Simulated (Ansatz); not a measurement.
## C₂H₇FOSi, SMILES CC(F)O[SiH3]: a geometry optimisation, step by step

Computed with Ansatz 0.2.0, Python API.

Run as a notebook:

**Cell 1**
```python
import itertools

import ansatz
from ase.data import atomic_numbers, covalent_radii
import numpy as np
```

**Cell 2**
```python
molecule = (
    ansatz.Crystal.molecule()
    .atom("C", (-1.1446, 0.6474, 1.3545))
    .atom("C", (-0.3083, 0.5574, 0.1213))
    .atom("F", (0.6827, 1.4524, 0.2268))
    .atom("O", (0.3205, -0.7332, 0.0883))
    .atom("Si", (1.1887, -1.1588, -1.2302))
    .atom("H", (-2.0176, -0.0107, 1.3057))
    .atom("H", (-0.5949, 0.495, 2.2596))
    .atom("H", (-1.5601, 1.7225, 1.411))
    .atom("H", (-0.8721, 0.805, -0.7444))
    .atom("H", (0.4636, -0.7907, -2.4325))
    .atom("H", (1.4174, -2.6143, -1.1822))
    .atom("H", (2.5017, -0.4271, -1.1439))
)
```

**Cell 3**
```python
calculation = (
    molecule.calculation()
    .basis(gaussian="def2-SVP")
    .functional("B3LYP")
    .scf(lower_state_search="standard")
)
symbols = [site.symbol for site in molecule.cartesian_sites]
start = np.array([site.position_ang for site in molecule.cartesian_sites], dtype=float)
def progress(event):
    if event["event"] == "relax_step":
        row = event["data"]
        print(f"step {row['step']:3d}  E = {row['lagrangian_ev']:.6f} eV  largest force component {row['allowed_force_max_ev_ang']:.4f} eV/A")


rep = calculation.relax(force_tolerance=0.02).session().plan().execute(on_event=progress).report
end = np.array(rep["positions_ang"])

print("reference energy %16.6f eV" % rep["reference_energy_ev"])
print("total energy     %16.6f eV" % rep["free_energy_ev"])
print("occupied orbitals outside the frozen core (up, down):", rep["n_occupied"], " frozen:", rep["n_frozen"], " virtual:", rep["n_virtual"])
```
Output:
```text
step   1  E = -14823.093362 eV  largest force component 2.2373 eV/A
step   2  E = -14823.379146 eV  largest force component 1.2516 eV/A
step   3  E = -14823.434488 eV  largest force component 0.5086 eV/A
step   4  E = -14823.403916 eV  largest force component 0.8806 eV/A
step   5  E = -14823.445919 eV  largest force component 0.1158 eV/A
step   6  E = -14823.449505 eV  largest force component 0.0459 eV/A
step   7  E = -14823.450419 eV  largest force component 0.0997 eV/A
step   8  E = -14823.452755 eV  largest force component 0.0384 eV/A
step   9  E = -14823.453493 eV  largest force component 0.0512 eV/A
step  10  E = -14823.453747 eV  largest force component 0.0231 eV/A
step  11  E = -14823.453802 eV  largest force component 0.0338 eV/A
step  12  E = -14823.453890 eV  largest force component 0.0103 eV/A
reference energy    -14823.454148 eV
total energy        -14823.454148 eV
occupied orbitals outside the frozen core (up, down): [25, 25]  frozen: 0  virtual: [84, 84]
```

**Cell 4**
```python
# pairs closer than 1.2 times the sum of covalent radii, before or after
radius = [covalent_radii[atomic_numbers[s]] for s in symbols]
span = lambda where, i, j: np.linalg.norm(where[i] - where[j])
bonded = [(i, j) for i, j in itertools.combinations(range(len(symbols)), 2) if min(span(start, i, j), span(end, i, j)) < 1.2 * (radius[i] + radius[j])]
print("pair        before    after (A)")
for i, j in bonded:
    print(f"{symbols[i]}{i}-{symbols[j]}{j}".ljust(10), f"{span(start, i, j):8.4f} {span(end, i, j):8.4f}")
```
Output:
```text
pair        before    after (A)
C0-C1        1.4927   1.5101
C0-H5        1.0944   1.0997
C0-H6        1.0699   1.1001
C0-H7        1.1540   1.0997
C1-F2        1.3395   1.3923
C1-O3        1.4360   1.3823
C1-H8        1.0624   1.1090
O3-Si4       1.6350   1.6856
Si4-H9       1.4515   1.4932
Si4-H10      1.4741   1.4852
Si4-H11      1.5056   1.4876
```

**Cell 5**
```python
charges = rep["charge_distribution"]
print("dipole moment", round(4.803205 * float(np.linalg.norm(charges["dipole_moment_e_ang"])), 3), "D")
print("Mulliken:", [(s, round(q, 3)) for s, q in zip(symbols, charges["mulliken_charges_e"])])
with open("c2h7fosi_opt.xyz", "w") as handle:
    handle.write(f"{len(symbols)}\nrelaxed C2H7FOSi\n")
    handle.writelines(f"{s:2s} {x:11.6f} {y:11.6f} {z:11.6f}\n" for s, (x, y, z) in zip(symbols, end))
```
Output:
```text
dipole moment 1.112 D
Mulliken: [('C', 0.011), ('C', 0.375), ('F', -0.27), ('O', -0.47), ('Si', 0.596), ('H', 0.026), ('H', 0.029), ('H', 0.024), ('H', -0.006), ('H', -0.114), ('H', -0.105), ('H', -0.098)]
```

It writes `c2h7fosi_opt.xyz`:
```text
12
relaxed C2H7FOSi
C    -1.134333    0.689053    1.414690
C    -0.426790    0.553299    0.087534
F     0.564116    1.527090   -0.004105
O     0.155027   -0.695634   -0.023429
Si    1.256765   -1.141104   -1.218859
H    -1.928330   -0.067346    1.496499
H    -0.410024    0.533500    2.227956
H    -1.578450    1.690593    1.509729
H    -1.108202    0.742491   -0.766721
H     0.808517   -0.613637   -2.541962
H     1.250390   -2.626324   -1.224797
H     2.628315   -0.647081   -0.922535
```

The settings weren't tested for convergence. The end point is the stationary point reached from this start; no frequency run checks that it is a minimum, and the basis set is modest. b3lyp holds the VWN-RPA fit, as in Gaussian; the form of ORCA and Turbomole is b3lyp5. Hardware and time: 79 s on 1 thread of Arm Neoverse V1, with other jobs on the host, peak memory 0.29 GiB.
